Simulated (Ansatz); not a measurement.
# BiClO: the cost of one run

Program: Ansatz 0.2.0. Level of theory: DFT PBEsol, scalar-relativistic, plane waves, PAW. These are calculated values, not measurements.

4 further runs of the same task are left out: 4 set aside as unsound or not needed.

**1. The structure to begin with**

The cell holds 24 atoms (Bi7Cl8GdO8): a = 7.759 Å, b = 7.759 Å, c = 9.187 Å, α = 114.98°, β = 114.98°, γ = 90.00°.

The coordinates of this cell stand in the input of its own run.

The host was relaxed before at PBEsol: a = 3.879 Å, b = 3.879 Å, c = 7.369 Å, α = 90.00°, β = 90.00°, γ = 90.00° (conventional cell), 18.482 Å³/atom.

Places, in fractions of the supercell: Gd in place of Bi at (0.086, 0.836, 0.171). Its neighbours start displaced at random by about 0.03 Å.

**2. Band edges of the host over the zone**

File input.yaml:

```yaml
crystal:
  lattice:
    - [3.8793295369, 0.0, 0.0]
    - [0.0, 3.8793295369, 0.0]
    - [0.0, 0.0, 7.3685082323]
  atoms:
    - { symbol: Bi, position: [0.0, 0.5, 0.8287584679] }
    - { symbol: Bi, position: [0.5, 0.0, 0.1712415321] }
    - { symbol: Cl, position: [0.5, 0.0, 0.6496665317] }
    - { symbol: Cl, position: [0.0, 0.5, 0.3503334683] }
    - { symbol: O, position: [0.0, 0.0, 0.0] }
    - { symbol: O, position: [0.5, 0.5, 0.0] }
basis:
  ecutwfc: 420
  xc_grid: 2
kpoints:
  mp_grid: { grid: [6, 6, 4] }
  band_path: { path: [VBM, CBM], npoints: 2 }
hamiltonian:
  xc: pbesol
scf:
  occupations: { method: gaussian, width: 0.02 }
output:
  forces: true
  stress: true
  eigenvalues: true
```

Launch:

```
$ ansatz run input.yaml --threads 8 --pin off --max-ram 14336MiB --backend cpu --events-out ev --progress --plain --runs-dir out
```

**Question.** How long does this run take on 8 threads of Intel Xeon 6975P-C (Granite Rapids), shared host, and how much memory does it need?

About 3.2 s, with a peak of 0.6 GiB.
